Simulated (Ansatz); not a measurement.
# ClGeH₃O₂S: one species, many methods

One table from this session's results is given with a row withheld; the runs are named, their logs left out.

Computed with Ansatz 0.2.0, Gaussian basis. Level: functionals in def2-TZVPP, the program's frozen cores in correlated methods.

The runs, in order: LDA (SPW92), PBE-D4, revPBE-D4, BLYP-D4, r2SCAN-D4, B97M-V, PBE0-D4, B3LYP-D4, r2SCANh-D4, r2SCAN0-D4, HSE06-D4, BHLYP-D4, CAM-B3LYP-D4, LC-ωPBE, ωB97X-V, ωB97M-V, B2PLYP, PBE-QIDH; CCSD(T)/def2-SVP; CCSD(T)/def2-TZVPP; MP2/def2-QZVPP; extrapolation to the limit; RPA on PBE.

### Structure used throughout

The geometry comes from an earlier relaxation with PBE0-D4 in a triple-zeta def2 set; it is a stationary point, not always the lowest conformer.

SMILES `[OH][Ge]([OH])([SH])[Cl]`, 8 atoms, charge 0, spin multiplicity 1.

Atoms are counted from 1 here; the program's logs count them from 0.

Bond lengths: O1–Ge2 1.749 Å, O1–H6 0.961 Å, Ge2–O3 1.749 Å, Ge2–S4 2.208 Å, Ge2–Cl5 2.150 Å, O3–H7 0.961 Å, S4–H8 1.343 Å. Angles: Ge2–O1–H6 112.5°, O1–Ge2–O3 101.9°, O1–Ge2–S4 113.2°, O1–Ge2–Cl5 110.6°, O3–Ge2–S4 113.2°, O3–Ge2–Cl5 110.6°, S4–Ge2–Cl5 107.3°, Ge2–O3–H7 112.5°, Ge2–S4–H8 92.2°.

The first run:

Contents of in.yaml:

```yaml
crystal:
  periodic: [false, false, false]
  atoms:
    - {symbol: O, position_ang: [-0.487712, 1.433542, 1.092645]}
    - {symbol: Ge, position_ang: [0.135600, 0.186201, 0.037617]}
    - {symbol: O, position_ang: [1.811652, 0.103895, 0.529002]}
    - {symbol: S, position_ang: [-0.928121, -1.738360, 0.242572]}
    - {symbol: Cl, position_ang: [-0.019869, 0.787545, -2.020825]}
    - {symbol: H, position_ang: [-1.441654, 1.527827, 1.026684]}
    - {symbol: H, position_ang: [2.288306, -0.607665, 0.093422]}
    - {symbol: H, position_ang: [-1.266203, -1.749983, -1.057017]}
basis:
  gaussian: {orbitals: def2-TZVPP}
hamiltonian: {xc: lda}
output: {orbitals: {seedname: orbitals}}
```

Among the steps run: LDA; PBE-D4 (GGA); revPBE-D4 (GGA); BLYP-D4 (GGA); r2SCAN-D4 (meta-GGA); B97M-V (meta-GGA); PBE0-D4 (hybrid); B3LYP-D4 (hybrid); r2SCANh-D4 (hybrid); r2SCAN0-D4 (hybrid); HSE06-D4 (hybrid); BHLYP-D4 (hybrid); CAM-B3LYP-D4 (range-separated); LC-ωPBE (range-separated); ωB97X-V (range-separated); ωB97M-V (range-separated); B2PLYP (double hybrid); PBE-QIDH (double hybrid).

One table of the session follows, with a row left open; its other results are not shown here.

It belongs to the step «Frontier levels by functional». 

| functional | HOMO (eV) | gap (eV) |
| --- | --- | --- |
| LDA (SPW92) | -6.97 | 4.70 |
| PBE-D4 | -6.81 | 4.84 |
| revPBE-D4 | -6.75 | 4.89 |
| BLYP-D4 | -6.65 | 4.72 |
| r2SCAN-D4 | -7.15 | 5.42 |
| B97M-V | -7.20 | 5.59 |
| PBE0-D4 | -8.14 | 7.15 |
| B3LYP-D4 | -7.88 | 6.56 |
| r2SCANh-D4 | -7.63 | 6.26 |
| r2SCAN0-D4 | -8.36 | 7.51 |
| HSE06-D4 | -7.74 | 6.37 |
| BHLYP-D4 | -9.31 | 9.33 |
| CAM-B3LYP-D4 | -9.50 | 9.52 |
| LC-ωPBE | ? | ? |
| ωB97X-V | -10.56 | 11.74 |
| ωB97M-V | -10.37 | 11.38 |

Q: Estimate the row for LC-ωPBE from the others.

The run gave: HOMO (eV): -10.95; gap (eV): 12.23. In the column «HOMO (eV)» it is the lowest.
